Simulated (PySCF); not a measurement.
# C₅H₂FO₂S−: a tour of settings

Aim: see how C₅H₂FO₂S− (`O=C([O-])c1sccc1F`) answers to the choice of functional, basis, grid and SCF options.

Programs: PySCF 2.14.0, with density-fitted response routines of our own. Each step states its level of theory. These are calculated values for one molecule in the gas phase, unless marked as measured. Atoms are numbered from 0 throughout.

## 1. The starting structure

11 atoms, charge -1, multiplicity 1; geometry from: GFN2-xTB.

Bonds of the start (Å): O0–C1 1.23, C1–O2 1.24, C1–C3 1.55, C3–S4 1.72, S4–C5 1.73, C5–C6 1.36, C6–C7 1.42, C7–F8 1.35, C7–C3 1.36, C5–H9 1.07, C6–H10 1.08.

## 2. Shielding tensors: PBE0/pcSseg-0

Job settings and geometry (Å):

```
{"job": {"kind": "nmr", "xc": "PBE0", "basis": "pcSseg-0", "pop": false, "gauge": [0, 0, 0], "scf": {"max_cycle": 87}}, "charge": -1, "multiplicity": 1}
O      3.052100     0.291004     0.121938
C      2.179830    -0.554555    -0.045378
O      2.247320    -1.778672    -0.256143
C      0.692991    -0.124261    -0.006205
S     -0.271273    -1.524069    -0.274204
C     -1.729046    -0.604927    -0.150998
C     -1.489525     0.710296     0.085821
C     -0.099176     0.969855     0.164895
F      0.345696     2.228785     0.393503
H     -2.682289    -1.084798    -0.261166
H     -2.241205     1.474013     0.201973
```

Method: common gauge origin PBE0/pcSseg-0 NMR shielding, non-relativistic, gas phase.

On the command line:

```
$ OMP_NUM_THREADS=1 python probes_run.py task.json out
```

The driver reads the jobs from task.json and runs them one after another.

Standard output:

```text
final grid: 112552 points
cycle   1  E = -837.8779786521  dE =  1.891e+00  |g| = 1.114e+00  |ddm| = 4.397e+00
cycle   2  E = -835.4682867282  dE =  2.410e+00  |g| = 2.962e+00  |ddm| = 6.572e+00
cycle   3  E = -838.0503725525  dE = -2.582e+00  |g| = 5.058e-01  |ddm| = 5.995e+00
cycle   4  E = -838.1228674025  dE = -7.249e-02  |g| = 1.754e-01  |ddm| = 9.926e-01
cycle   5  E = -838.1255435819  dE = -2.676e-03  |g| = 1.398e-01  |ddm| = 4.592e-01
cycle   6  E = -838.1308170052  dE = -5.273e-03  |g| = 3.038e-02  |ddm| = 2.200e-01
cycle   7  E = -838.1309713743  dE = -1.544e-04  |g| = 1.461e-02  |ddm| = 4.908e-02
cycle   8  E = -838.1310079896  dE = -3.662e-05  |g| = 6.269e-03  |ddm| = 2.304e-02
cycle   9  E = -838.1310163915  dE = -8.402e-06  |g| = 1.033e-03  |ddm| = 8.760e-03
cycle  10  E = -838.1310166605  dE = -2.690e-07  |g| = 2.925e-04  |ddm| = 1.940e-03
cycle  11  E = -838.1310166812  dE = -2.070e-08  |g| = 1.244e-04  |ddm| = 6.420e-04
cycle  12  E = -838.1310166838  dE = -2.549e-09  |g| = 7.552e-05  |ddm| = 2.391e-04
cycle  13  E = -838.1310166851  dE = -1.334e-09  |g| = 1.446e-05  |ddm| = 1.143e-04
cycle  14  E = -838.1310166851  dE = -3.183e-11  |g| = 9.869e-06  |ddm| = 2.480e-05
converged SCF energy = -838.1310166851

GIAO shielding tensors (ppm)
atom      isotropic    diamagn.    paramagn.     s11        s22        s33       span
  0 O      -65.029     407.719    -472.749   -370.517    -71.583    247.012    617.529
  1 C      158.324     507.182    -348.858     15.474    178.437    281.062    265.589
  2 O      -73.730     428.037    -501.767   -342.692     44.715     76.787    419.480
  3 C      219.319     567.261    -347.942    139.370    165.906    352.681    213.310
  4 S      299.066    1179.645    -880.578    179.307    260.436    457.456    278.149
  5 C      123.683     392.627    -268.945     28.719     59.813    282.516    253.797
  6 C      158.372     412.068    -253.696     80.808    113.260    281.048    200.240
  7 C      215.268     532.588    -317.320    115.730    190.386    339.688    223.958
  8 F      346.866     525.784    -178.919    218.459    345.437    476.701    258.242
  9 H      -13.518     -29.803      16.285    -83.927    -24.572     67.945    151.872
 10 H       11.336       0.331      11.005    -54.434     10.499     77.943    132.377
```

It took 5.2 s on 1 thread of Arm Neoverse V1, shared host; peak memory 0.56 GiB.

The run ended normally, but its values are not to be used for the molecule: a common gauge origin replaces GIAOs, so the shieldings depend on where the origin lies.

## 3. Shielding tensors: HCTH407/pcSseg-1

Same as in step 2 but for these lines:

```diff
@@ -1,2 +1,2 @@
-{"job": {"kind": "nmr", "xc": "PBE0", "basis": "pcSseg-0", "pop": false, "gauge": [0, 0, 0], "scf": {"max_cycle": 87}}, "charge": -1, "multiplicity": 1}
+{"job": {"kind": "nmr", "xc": "HCTH407", "basis": "pcSseg-1", "pop": false}, "charge": -1, "multiplicity": 1}
 O      3.052100     0.291004     0.121938
```

Method: GIAO HCTH407/pcSseg-1 NMR shielding, non-relativistic, gas phase.

Standard output:

```text
coarse grid: 11552 points
cycle   1  E = -839.7510788951  dE =  1.689e+00  |g| = 1.294e+00  |ddm| = 3.708e+00
cycle   2  E = -831.8256840771  dE =  7.925e+00  |g| = 4.332e+00  |ddm| = 1.801e+01
cycle   3  E = -839.3574848068  dE = -7.532e+00  |g| = 1.484e+00  |ddm| = 1.791e+01
cycle   4  E = -840.0435452924  dE = -6.861e-01  |g| = 3.318e-01  |ddm| = 1.835e+00
cycle   5  E = -840.0191064645  dE =  2.444e-02  |g| = 4.519e-01  |ddm| = 8.689e-01
cycle   6  E = -840.0695894866  dE = -5.048e-02  |g| = 1.241e-01  |ddm| = 5.491e-01
cycle   7  E = -840.0723049987  dE = -2.716e-03  |g| = 6.547e-02  |ddm| = 1.760e-01
cycle   8  E = -840.0730838696  dE = -7.789e-04  |g| = 2.189e-02  |ddm| = 7.988e-02
cycle   9  E = -840.0731815243  dE = -9.765e-05  |g| = 5.504e-03  |ddm| = 2.792e-02
cycle  10  E = -840.0731871935  dE = -5.669e-06  |g| = 2.340e-03  |ddm| = 8.764e-03
final grid: 112552 points
cycle  11  E = -840.1573571236  dE = -1.058e-04  |g| = 1.041e-02  |ddm| = 7.215e-02
cycle  12  E = -840.1572940456  dE =  6.308e-05  |g| = 1.960e-02  |ddm| = 3.489e-02
cycle  13  E = -840.1573733041  dE = -7.926e-05  |g| = 3.223e-03  |ddm| = 2.705e-02
cycle  14  E = -840.1573756334  dE = -2.329e-06  |g| = 1.318e-03  |ddm| = 5.041e-03
cycle  15  E = -840.1573759818  dE = -3.484e-07  |g| = 5.065e-04  |ddm| = 1.724e-03
cycle  16  E = -840.1573760279  dE = -4.610e-08  |g| = 1.909e-04  |ddm| = 6.463e-04
cycle  17  E = -840.1573760349  dE = -7.033e-09  |g| = 4.542e-05  |ddm| = 2.245e-04
cycle  18  E = -840.1573760353  dE = -4.004e-10  |g| = 1.517e-05  |ddm| = 5.314e-05
converged SCF energy = -840.1573760353

GIAO shielding tensors (ppm)
atom      isotropic    diamagn.    paramagn.     s11        s22        s33       span
  0 O        5.821     404.520    -398.699   -164.076    -84.116    265.653    429.729
  1 C       30.804     238.504    -207.700    -62.452     57.564     97.301    159.753
  2 O      -19.939     408.352    -428.291   -158.600     -6.237    105.020    263.620
  3 C       35.604     267.077    -231.473      5.839     18.141     82.831     76.993
  4 S      291.599    1058.788    -767.189    160.162    296.744    417.890    257.728
  5 C       65.108     261.044    -195.936    -26.638     62.657    159.306    185.944
  6 C       69.950     255.282    -185.332      4.249     72.301    133.298    129.049
  7 C       36.495     245.589    -209.094     -8.484     42.910     75.060     83.544
  8 F      309.812     474.989    -165.177    190.875    315.476    423.085    232.210
  9 H       25.933      32.892      -6.959     24.452     25.242     28.106      3.653
 10 H       25.389      32.044      -6.655     22.570     25.585     28.012      5.442
```

It took 29 s on 1 thread of Arm Neoverse V1, shared host; peak memory 0.72 GiB.

The references, computed at this level on geometries of the same kind, shield at (ppm): ¹H TMS 31.67, ¹³C TMS 183.6, ¹⁹F CFCl3 149.2, ¹⁷O H2O 334.2. Their shielding less the atom's gives the shift. The references are single molecules in the gas phase, so shifts against H2O, NH3, PH3, H3PO4 or CFCl3 are not on the usual liquid scales and can be off by tens of ppm. Atoms listed in one row are averaged.

```tsv
atoms	environment	σ (ppm)	δ (ppm)
C1	carboxylate carbon	30.8	152.8
C3	substituted aromatic carbon next to the ring sulfur	35.6	148.0
C7	aromatic carbon bearing fluorine	36.5	147.1
C5	aromatic CH next to the ring sulfur	65.1	118.5
C6	aromatic CH	69.9	113.7
H10	hydrogen on an aromatic CH	25.39	6.28
H9	hydrogen on an aromatic CH next to the ring sulfur	25.93	5.74
O0, O2	carboxylate oxygen	-7.1	341.2
S4	aromatic ring sulfur	292	–
F8	aryl fluorine	309.8	-160.6
```

Ring of atoms C3, S4, C5, C6, C7: NICS(0) -13.5, NICS(1) -9.6, NICS(1)zz -20.8 ppm (means of both faces).

## 4. Shielding tensors: OPBE/pcSseg-1

Same as in step 3 but for these lines:

```diff
@@ -1,2 +1,2 @@
-{"job": {"kind": "nmr", "xc": "HCTH407", "basis": "pcSseg-1", "pop": false}, "charge": -1, "multiplicity": 1}
+{"job": {"kind": "nmr", "xc": "OPBE", "basis": "pcSseg-1", "pop": false, "scf": {"guess": "atom"}}, "charge": -1, "multiplicity": 1}
 O      3.052100     0.291004     0.121938
```

With the program's defaults for keys left out, this is: GIAO OPBE/pcSseg-1 NMR shielding, non-relativistic, gas phase.

Standard output:

```text
final grid: 112552 points
cycle   1  E = -839.3404674295  dE =  2.685e+00  |g| = 1.650e+00  |ddm| = 4.036e+00
cycle   2  E = -835.2853995528  dE =  4.055e+00  |g| = 3.667e+00  |ddm| = 2.296e+01
cycle   3  E = -839.2910721498  dE = -4.006e+00  |g| = 1.472e+00  |ddm| = 2.283e+01
cycle   4  E = -839.9410718459  dE = -6.500e-01  |g| = 3.475e-01  |ddm| = 1.952e+00
cycle   5  E = -839.9285604224  dE =  1.251e-02  |g| = 4.098e-01  |ddm| = 8.474e-01
cycle   6  E = -839.9670768136  dE = -3.852e-02  |g| = 1.593e-01  |ddm| = 5.718e-01
cycle   7  E = -839.9722204095  dE = -5.144e-03  |g| = 6.332e-02  |ddm| = 2.088e-01
cycle   8  E = -839.9729687550  dE = -7.483e-04  |g| = 2.196e-02  |ddm| = 8.227e-02
cycle   9  E = -839.9730639878  dE = -9.523e-05  |g| = 6.437e-03  |ddm| = 3.185e-02
cycle  10  E = -839.9730706018  dE = -6.614e-06  |g| = 2.731e-03  |ddm| = 8.081e-03
cycle  11  E = -839.9730719066  dE = -1.305e-06  |g| = 1.372e-03  |ddm| = 4.335e-03
cycle  12  E = -839.9730722576  dE = -3.510e-07  |g| = 5.425e-04  |ddm| = 1.809e-03
cycle  13  E = -839.9730723399  dE = -8.226e-08  |g| = 1.082e-04  |ddm| = 8.338e-04
cycle  14  E = -839.9730723420  dE = -2.185e-09  |g| = 6.693e-05  |ddm| = 1.940e-04
cycle  15  E = -839.9730723431  dE = -1.050e-09  |g| = 1.958e-05  |ddm| = 9.353e-05
cycle  16  E = -839.9730723432  dE = -1.173e-10  |g| = 8.206e-06  |ddm| = 4.102e-05
converged SCF energy = -839.9730723432

GIAO shielding tensors (ppm)
atom      isotropic    diamagn.    paramagn.     s11        s22        s33       span
  0 O       10.402     403.023    -392.621   -158.668    -80.389    270.264    428.932
  1 C       37.315     237.222    -199.907    -53.611     62.882    102.675    156.286
  2 O      -17.933     406.631    -424.565   -153.061     -3.757    103.018    256.079
  3 C       42.574     267.654    -225.079     13.556     27.951     86.216     72.660
  4 S      314.899    1057.588    -742.689    189.417    312.778    442.500    253.083
  5 C       71.372     260.853    -189.481    -17.371     66.401    165.088    182.459
  6 C       74.233     254.719    -180.486     10.863     74.822    137.014    126.151
  7 C       43.688     244.132    -200.445     -0.288     50.406     80.945     81.233
  8 F      306.338     474.091    -167.753    184.196    311.622    423.195    238.999
  9 H       25.846      32.923      -7.077     24.271     25.132     28.135      3.863
 10 H       25.281      31.965      -6.685     22.346     25.544     27.951      5.604
```

Wall time 29 s (1 thread of Arm Neoverse V1, shared host); peak memory 0.68 GiB.

In short: δ C1 150.2, C3 144.9, C7 143.8, C5 116.1, H10 6.39, H9 5.83 ppm.

## 5. Nuclear shieldings: PBE0/6-31G*

Same as in step 4 but for these lines:

```diff
@@ -1,2 +1,2 @@
-{"job": {"kind": "nmr", "xc": "OPBE", "basis": "pcSseg-1", "pop": false, "scf": {"guess": "atom"}}, "charge": -1, "multiplicity": 1}
+{"job": {"kind": "nmr", "xc": "PBE0", "basis": "6-31G*", "pop": true, "scf": {"conv": 1e-11, "damp": 0.1}}, "charge": -1, "multiplicity": 1}
 O      3.052100     0.291004     0.121938
```

Method: GIAO PBE0/6-31G* NMR shielding, non-relativistic, gas phase.

Standard output:

```text
damping 0.10 in the first 6 cycles
final grid: 112552 points
cycle   1  E = -839.3516515780  dE =  1.906e+00  |g| = 1.141e+00  |ddm| = 4.001e+00
cycle   2  E = -839.0640858443  dE =  2.876e-01  |g| = 1.646e+00  |ddm| = 3.246e+00
cycle   3  E = -838.7664343172  dE =  2.977e-01  |g| = 2.089e+00  |ddm| = 3.719e+00
cycle   4  E = -831.0443097930  dE =  7.722e+00  |g| = 4.726e+00  |ddm| = 7.540e+00
cycle   5  E = -737.0703504492  dE =  9.397e+01  |g| = 1.289e+01  |ddm| = 4.790e+01
cycle   6  E = -619.9019761501  dE =  1.172e+02  |g| = 1.947e+01  |ddm| = 5.281e+01
cycle   7  E = -550.3643114286  dE =  6.954e+01  |g| = 1.476e+01  |ddm| = 3.115e+01
cycle   8  E = -753.5625054524  dE = -2.032e+02  |g| = 9.206e+00  |ddm| = 2.873e+01
cycle   9  E = -690.7974145057  dE =  6.277e+01  |g| = 1.390e+01  |ddm| = 8.337e+01
cycle  10  E = -815.6566360737  dE = -1.249e+02  |g| = 8.116e+00  |ddm| = 7.512e+01
cycle  11  E = -805.2225867565  dE =  1.043e+01  |g| = 9.051e+00  |ddm| = 3.192e+01
cycle  12  E = -818.1460418502  dE = -1.292e+01  |g| = 8.440e+00  |ddm| = 1.335e+01
cycle  13  E = -822.2098528053  dE = -4.064e+00  |g| = 7.719e+00  |ddm| = 1.910e+01
cycle  14  E = -824.4822340561  dE = -2.272e+00  |g| = 6.951e+00  |ddm| = 7.256e+00
cycle  15  E = -834.0413879970  dE = -9.559e+00  |g| = 4.345e+00  |ddm| = 1.263e+01
cycle  16  E = -835.5512526102  dE = -1.510e+00  |g| = 3.244e+00  |ddm| = 9.018e+00
cycle  17  E = -793.6175632126  dE =  4.193e+01  |g| = 8.615e+00  |ddm| = 3.652e+01
cycle  18  E = -839.4835210284  dE = -4.587e+01  |g| = 7.085e-01  |ddm| = 3.644e+01
cycle  19  E = -839.4646269613  dE =  1.889e-02  |g| = 8.425e-01  |ddm| = 1.620e+00
cycle  20  E = -839.6076746283  dE = -1.430e-01  |g| = 1.381e-01  |ddm| = 8.326e-01
cycle  21  E = -839.6104606838  dE = -2.786e-03  |g| = 8.663e-02  |ddm| = 2.284e-01
cycle  22  E = -839.6118841996  dE = -1.424e-03  |g| = 1.995e-02  |ddm| = 9.233e-02
cycle  23  E = -839.6119557974  dE = -7.160e-05  |g| = 7.929e-03  |ddm| = 2.679e-02
cycle  24  E = -839.6119697732  dE = -1.398e-05  |g| = 2.213e-03  |ddm| = 1.029e-02
cycle  25  E = -839.6119709533  dE = -1.180e-06  |g| = 4.393e-04  |ddm| = 2.845e-03
cycle  26  E = -839.6119709788  dE = -2.549e-08  |g| = 3.277e-04  |ddm| = 8.180e-04
cycle  27  E = -839.6119710032  dE = -2.437e-08  |g| = 7.446e-05  |ddm| = 3.781e-04
cycle  28  E = -839.6119710045  dE = -1.291e-09  |g| = 2.868e-05  |ddm| = 1.296e-04
cycle  29  E = -839.6119710047  dE = -1.910e-10  |g| = 8.342e-06  |ddm| = 3.643e-05
cycle  30  E = -839.6119710047  dE = -1.160e-11  |g| = 2.945e-06  |ddm| = 1.018e-05
cycle  31  E = -839.6119710047  dE = -3.183e-12  |g| = 1.159e-06  |ddm| = 3.720e-06
converged SCF energy = -839.6119710047

GIAO shielding tensors (ppm)
atom      isotropic    diamagn.    paramagn.     s11        s22        s33       span
  0 O       46.594     401.837    -355.243   -123.555    -37.769    301.106    424.661
  1 C       50.961     241.498    -190.537    -38.433     84.033    107.282    145.715
  2 O       33.116     404.703    -371.587   -115.484     46.281    168.551    284.035
  3 C       49.622     266.280    -216.658     17.454     30.658    100.756     83.302
  4 S      359.751    1060.420    -700.669    234.241    384.885    460.127    225.885
  5 C       78.524     266.000    -187.476    -10.209     71.507    174.274    184.483
  6 C       86.452     259.145    -172.694     22.346     86.016    150.992    128.646
  7 C       58.899     249.136    -190.237     11.223     67.527     97.947     86.724
  8 F      336.841     473.653    -136.812    227.434    341.047    442.042    214.608
  9 H       26.652      31.405      -4.754     24.578     26.477     28.899      4.321
 10 H       26.442      30.833      -4.391     23.415     26.810     29.102      5.687
```

Wall time 26 s (1 thread of Arm Neoverse V1, shared host); peak memory 0.77 GiB.

Key values: δ C3 146.8, C1 145.4, C7 137.5, C5 117.9, H10 5.97, H9 5.76 ppm.

## 6. Ultraviolet spectrum: PBE0/ANO-RCC-VDZP

Same as in step 5 but for these lines:

```diff
@@ -1,2 +1,2 @@
-{"job": {"kind": "nmr", "xc": "PBE0", "basis": "6-31G*", "pop": true, "scf": {"conv": 1e-11, "damp": 0.1}}, "charge": -1, "multiplicity": 1}
+{"job": {"kind": "uv", "xc": "PBE0", "basis": "ANO-RCC-VDZP", "nstates": 3, "ntriplets": 2, "tda": true, "scf": {"guess": "vsap", "aux": "def2-universal-jkfit"}}, "charge": -1, "multiplicity": 1}
 O      3.052100     0.291004     0.121938
```

Level: TDA PBE0/ANO-RCC-VDZP, vertical, gas phase, core orbitals frozen in the response.

Standard output:

```text
final grid: 112552 points
cycle   1  E = -832.5662212748  dE =  5.577e+00  |g| = 4.222e+00  |ddm| = 2.700e+01
cycle   2  E = -806.3843295092  dE =  2.618e+01  |g| = 1.010e+01  |ddm| = 2.816e+01
cycle   3  E = -837.2117058613  dE = -3.083e+01  |g| = 2.853e+00  |ddm| = 8.144e+00
cycle   4  E = -838.2948055369  dE = -1.083e+00  |g| = 1.955e+00  |ddm| = 3.985e+00
cycle   5  E = -839.4846367893  dE = -1.190e+00  |g| = 4.222e-01  |ddm| = 2.633e+00
cycle   6  E = -839.5099243067  dE = -2.529e-02  |g| = 3.127e-01  |ddm| = 6.560e-01
cycle   7  E = -839.5321415367  dE = -2.222e-02  |g| = 5.996e-02  |ddm| = 3.479e-01
cycle   8  E = -839.5326727629  dE = -5.312e-04  |g| = 3.562e-02  |ddm| = 8.079e-02
cycle   9  E = -839.5328834344  dE = -2.107e-04  |g| = 1.679e-02  |ddm| = 4.535e-02
cycle  10  E = -839.5329463273  dE = -6.289e-05  |g| = 2.780e-03  |ddm| = 1.992e-02
cycle  11  E = -839.5329482664  dE = -1.939e-06  |g| = 5.720e-04  |ddm| = 3.227e-03
cycle  12  E = -839.5329483328  dE = -6.638e-08  |g| = 3.445e-04  |ddm| = 9.257e-04
cycle  13  E = -839.5329483561  dE = -2.334e-08  |g| = 1.512e-04  |ddm| = 4.790e-04
cycle  14  E = -839.5329483613  dE = -5.199e-09  |g| = 6.577e-05  |ddm| = 2.225e-04
cycle  15  E = -839.5329483625  dE = -1.141e-09  |g| = 1.576e-05  |ddm| = 8.179e-05
cycle  16  E = -839.5329483625  dE = -4.752e-11  |g| = 9.569e-06  |ddm| = 2.908e-05
converged SCF energy = -839.5329483625

Static polarisability (au): isotropic 76.718, principal 38.872 90.269 101.013

Singlet excitations
state   eV       nm        f      main configurations
  1   4.0860    303.4   0.00002   H->L 0.96
  2   4.3564    284.6   0.00000   H-1->L 0.98
  3   4.8768    254.2   0.00498   H-2->L 0.93

Triplet excitations (Tamm-Dancoff, eV): 3.6143 3.8816
```

It took 22 s on 1 thread of Arm Neoverse V1, shared host; peak memory 0.75 GiB.

Frontier orbitals and where they lie:

```tsv
orbital	eV	atoms
HOMO−3	-2.78	C3 28 %, C5 22 %, C7 21 %
HOMO−2	-2.44	O2 44 %, O0 37 %, C1 12 %
HOMO−1	-2.34	O2 54 %, C1 15 %, O0 13 %
HOMO	-2.04	O0 61 %, O2 21 %, C1 9 %
LUMO	3.33	C5 24 %, S4 20 %, C3 18 %
LUMO+1	3.52	H9 47 %, H10 29 %, C5 10 %
LUMO+2	4.31	H10 34 %, S4 25 %, H9 10 %
```

With each of the 3 states as a Gaussian band of 0.4 eV half-width at 1/e, the curve within the window shown has maxima at 254 nm (ε 200) L/(mol cm). Beyond the last state computed it falls off for lack of states. The curve at chosen wavelengths:

```tsv
nm	ε (L/mol/cm)
239	115
244	159
248	186
253	201
258	194
262	174
267	140
271	111
276	77
281	50
285	34
290	21
295	12
299	8
304	4
309	3
313	2
318	1
323	1
327	1
332	0
336	0
341	0
346	0
350	0
355	0
```

Further results of this job:

```tsv
property	computed
polarisability (Å³)	11.37
HOMO–LUMO gap (eV)	5.37
−ε(HOMO) (eV)	2.04
```

## 7. Comparing the runs: NMR shifts

Shifts (ppm) of some atoms, chosen among heavy atoms and hydrogens apart, means over like atoms, with basis size and wall time:

```tsv
run	C1	C7	C6	H10	H9	O0	F8	functions	time
HCTH407/pcSseg-1	152.8	147.1	113.7	6.28	5.74	341.2	-160.6	170	29 s
OPBE/pcSseg-1	150.2	143.8	113.3	6.39	5.83	337.4	-157.2	170	29 s
PBE0/6-31G*	145.4	137.5	109.9	5.97	5.76	286.1	-144.3	134	26 s
```

## 8. Summary of results

| quantity | value |
| --- | --- |
| ¹³C shifts against TMS (HCTH407/pcSseg-1) | 152.8, 148.0, 147.1, 118.5, 113.7 ppm |
| ¹H shifts against TMS (HCTH407/pcSseg-1) | 6.28, 5.74 ppm |
| ¹⁷O shifts against H2O (HCTH407/pcSseg-1, means over atoms taken as alike) | 341.2 ppm |
| ¹⁹F shifts against CFCl3 (HCTH407/pcSseg-1) | -160.6 ppm |
| shieldings of S (HCTH407/pcSseg-1) | S4 291.6 ppm |
| lowest singlet (PBE0/ANO-RCC-VDZP) | 4.09 eV (303 nm), f = 0.000 |
| brightest single state of those computed | state 3, 4.88 eV, f = 0.005 |
| lowest triplet | 3.61 eV |
| range of the shift of O0 (with its like atoms) | 286.1 to 341.2 ppm |
| property runs in this session | 5, of which 0 failed and 1 gave unsound results |

Single values in the summary come from the first sound run of each kind (HCTH407/pcSseg-1; PBE0/ANO-RCC-VDZP), which need not be the best level. At HCTH407/pcSseg-1: The widest tensor belongs to O0, O2: span 347 ppm, with a paramagnetic part of -413 ppm. NICS(1)zz of -21 ppm above the planar ring from C3 marks a diatropic (aromatic) ring current. The first singlet state (HOMO→LUMO 0.96) lies at 4.09 eV and is dark; of the 3 states computed, the strongest absorption comes from state 3 at 4.88 eV (the last computed, so partners may be missing). The lowest triplet lies 0.47 eV below the lowest singlet. The lowest singlet lies above −ε(HOMO); no detachment energy was computed, so the anion's states may not be bound. Among the atoms with a shift in every run: Across the 3 runs the shift of O0 (with its like atoms) moves most, between 286.1 (PBE0/6-31G*) and 341.2 ppm (HCTH407/pcSseg-1).
